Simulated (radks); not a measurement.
**Polarisabilities and dispersion coefficients of O, O⁺, O²⁺ and others**

Aim: static dipole polarisabilities and C6 coefficients, each species in its NIST ground configuration. After each ground state the linear response is solved; its values go to the run's result record, not to the log. Response by self-consistent Sternheimer equations with the Hartree and adiabatic LDA kernel, the relativistic mass of each level held fixed and spin-orbit coupling left out.

Program: radks (a radial shooting solver on a logarithmic mesh, Libxc functionals) version 1. Level of theory: scalar-relativistic Kohn-Sham, LB94 model potential, spin-polarised, spherical densities, finite nucleus; open shells are filled with parallel spins first. These are calculated values, not measurements, unless marked.

### 1 What is computed

* species: O ([He] 2s2 2p4), O⁺ ([He] 2s2 2p3), O²⁺ ([He] 2s2 2p2), O³⁺ ([He] 2s2 2p1), O⁴⁺ ([He] 2s2), O⁵⁺ ([He] 2s1), O⁶⁺ ([He])

LB94 adds a gradient term to the LDA potential that gives it a −1/r tail. It is a model potential with no energy functional, so Etot and Exc are not given.

### 2 O, [He] 2s2 2p4

Input:

```text
Z 8
configuration [He] 2s2 2p4
relativity scalar-relativistic
functional lda,pw
model_potential LB94
spin polarised
nucleus finite rms 2.6991 fm
c 137.035999084
response adiabatic LDA kernel
```

### 3 O⁺, [He] 2s2 2p3

Input: that of step 2 with these lines changed.

```diff
@@ -1,3 +1,3 @@
 Z 8
-configuration [He] 2s2 2p4
+configuration [He] 2s2 2p3
 relativity scalar-relativistic
```

### 4 O²⁺, [He] 2s2 2p2

Input: that of step 3 with these lines changed.

```diff
@@ -1,3 +1,3 @@
 Z 8
-configuration [He] 2s2 2p3
+configuration [He] 2s2 2p2
 relativity scalar-relativistic
```

### 5 O³⁺, [He] 2s2 2p1

Input: that of step 4 with these lines changed.

```diff
@@ -1,3 +1,3 @@
 Z 8
-configuration [He] 2s2 2p2
+configuration [He] 2s2 2p1
 relativity scalar-relativistic
```

### 6 O⁴⁺, [He] 2s2

Input: that of step 5 with these lines changed.

```diff
@@ -1,3 +1,3 @@
 Z 8
-configuration [He] 2s2 2p1
+configuration [He] 2s2
 relativity scalar-relativistic
```

### 7 O⁵⁺, [He] 2s1

Input: that of step 6 with these lines changed.

```diff
@@ -1,3 +1,3 @@
 Z 8
-configuration [He] 2s2
+configuration [He] 2s1
 relativity scalar-relativistic
```

### 8 O⁶⁺, [He]

Input: that of step 7 with these lines changed.

```diff
@@ -1,3 +1,3 @@
 Z 8
-configuration [He] 2s1
+configuration [He]
 relativity scalar-relativistic
```

Q: Predict the outcome of this session. Wanted: for each run, species; −ε(HOMO); α; α uncoupled; C6; C8; recommended α.

**Answer**, as computed:

| species | −ε(HOMO) (eV) | α (bohr³) | α uncoupled (bohr³) | C6 (hartree bohr⁶) | C8 (hartree bohr⁸) | recommended α (bohr³) |
| --- | --- | --- | --- | --- | --- | --- |
| O | 14.028 | 5.004 | 6.096 | 14.63 | - | 5.3 |
| O⁺ | 33.701 | 2.597 | 3.374 | 5.019 | - | - |
| O²⁺ | 53.303 | 1.744 | 2.551 | 2.285 | - | - |
| O³⁺ | 75.467 | 1.362 | 2.302 | 1.233 | - | - |
| O⁴⁺ | 111.38 | 1.227 | 2.397 | 0.8069 | 2.857 | - |
| O⁵⁺ | 137.17 | 0.9967 | 1.186 | 0.3478 | 0.6360 | - |
| O⁶⁺ | 724.93 | 0.002699 | 0.002775 | 0.0001314 | 4.618e-05 | - |

**Reading.** Uncoupled leaves out the potential induced by the response; C6 and C8 are for like pairs. O is the most polarisable and O⁶⁺ the least, a factor 1854 apart. For the pair O–O⁶⁺ the Casimir-Polder integral gives C6 = 0.01739, the rule 2·Ca·Cb/(Ca·αb/αa + Cb·αa/αb) on the like-pair values 0.01529. Against the recommended values (Schwerdtfeger and Nagle, 2023 table) the misses are O -6 %. C8 is given only where no p, d or f shell is open.
